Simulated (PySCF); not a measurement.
# [Bi(SH)4]−: other functionals and bases at one geometry

The task here is to estimate one member of a computed series from the others.

The runs use PySCF 2.14.0; several levels, as the steps say, no spin–orbit coupling.

1 further run of the same task is left out (for a known fault of the program).

## The starting structure

9 atoms, charge -1, spin multiplicity 1.

Bond lengths: Bi1–S2 2.796 Å, Bi1–S4 2.796 Å, Bi1–S6 2.577 Å, Bi1–S8 2.577 Å, S2–H3 1.351 Å, S4–H5 1.351 Å, S6–H7 1.356 Å, S8–H9 1.356 Å. Angles: S2–Bi1–S4 170.1°, S2–Bi1–S6 86.4°, S2–Bi1–S8 87.5°, S4–Bi1–S6 87.5°, S4–Bi1–S8 86.4°, S6–Bi1–S8 104.0°, Bi1–S2–H3 93.0°, Bi1–S4–H5 93.0°, Bi1–S6–H7 87.8°, Bi1–S8–H9 87.8°.

Geometry (Å):

| atom | x (Å) | y (Å) | z (Å) |
| --- | --- | --- | --- |
| Bi1 | 0.0000 | 0.0000 | 0.9569 |
| S2 | 2.0802 | 1.8524 | 0.7145 |
| H3 | 2.5392 | 1.2938 | -0.4272 |
| S4 | -2.0802 | -1.8524 | 0.7145 |
| H5 | -2.5392 | -1.2938 | -0.4272 |
| S6 | 1.3687 | -1.4998 | -0.6298 |
| H7 | 0.2963 | -2.3282 | -0.6874 |
| S8 | -1.3687 | 1.4998 | -0.6298 |
| H9 | -0.2963 | 2.3282 | -0.6874 |

Formal oxidation states: Bi +3. An earlier session relaxed this geometry at PBE0, Bi def2-SVP with ECP60, S def2-SVP, H def2-SVP (singlet, point group C2).

At PBE0 on the finer grid: E = -1808.909485 Eh, HOMO -2.01 eV, LUMO 2.43 eV, Mulliken charge on Bi1 +0.62 e, largest force component 0.019 eV/Å. 

Levels to run: PBE; TPSSh; PBE0, TZVP. Hardware: 2 threads of Arm Neoverse V1, shared host.

The first run:

run.py (the lines that set the calculation) reads:

```python
mol = gto.M(atom='''
Bi     0.00000     0.00000     0.95691
S      2.08025     1.85244     0.71450
H      2.53920     1.29385    -0.42718
S     -2.08025    -1.85244     0.71450
H     -2.53920    -1.29385    -0.42718
S      1.36867    -1.49977    -0.62981
H      0.29634    -2.32821    -0.68739
S     -1.36867     1.49977    -0.62981
H     -0.29634     2.32821    -0.68739''',
    basis={'Bi': 'def2-SVP', 'S': 'def2-SVP', 'H': 'def2-SVP'},
    ecp={'Bi': 'def2-SVP'},
    charge=-1, spin=0)
mf = dft.RKS(mol, xc='PBE')
mf.grids.atom_grid = (75, 302)
mf = mf.density_fit()  # fitting sets: Bi def2-universal-JKFIT, S def2-universal-JKFIT, H def2-universal-JKFIT
mf.conv_tol = 1e-08; mf.max_cycle = 55
mf.kernel(dm0)  # dm0: the density of the relaxed state
```

The run is started by

```sh
$ OMP_NUM_THREADS=2 python run.py
```

Steps of the session up to this table: PBE; TPSSh; PBE0, TZVP.

One table of the session follows, with a row left open; its other results are not shown here.

| level | HOMO (eV) | gap (eV) | charge on Bi1 (e) | dipole (D) | largest force component (eV/Å) |
| --- | --- | --- | --- | --- | --- |
| PBE0 (relaxed here) | -2.01 | 4.44 | 0.62 | 2.09 | 0.02 |
| PBE | ? | ? | ? | ? | ? |
| TPSSh | -1.50 | 3.58 | 0.62 | 2.13 | 0.24 |
| PBE0, TZVP | -2.40 | 4.37 | 0.76 | 2.22 | 0.39 |

Estimate the missing values for PBE.

**Answer.** HOMO (eV): -0.93; gap (eV): 2.78; charge on Bi1 (e): 0.52; dipole (D): 2.02; largest force component (eV/Å): 0.47. In the column «HOMO (eV)» it is the highest.

The dipole of a charged species depends on the origin, so these sizes hold for this origin alone.

In one basis the HOMO–LUMO gap runs from 2.78 eV (PBE) to 4.44 eV (PBE0). The largest leftover force, 0.47 eV/Å with PBE, stands at a geometry relaxed at another level. Total energies of different levels can't be compared.
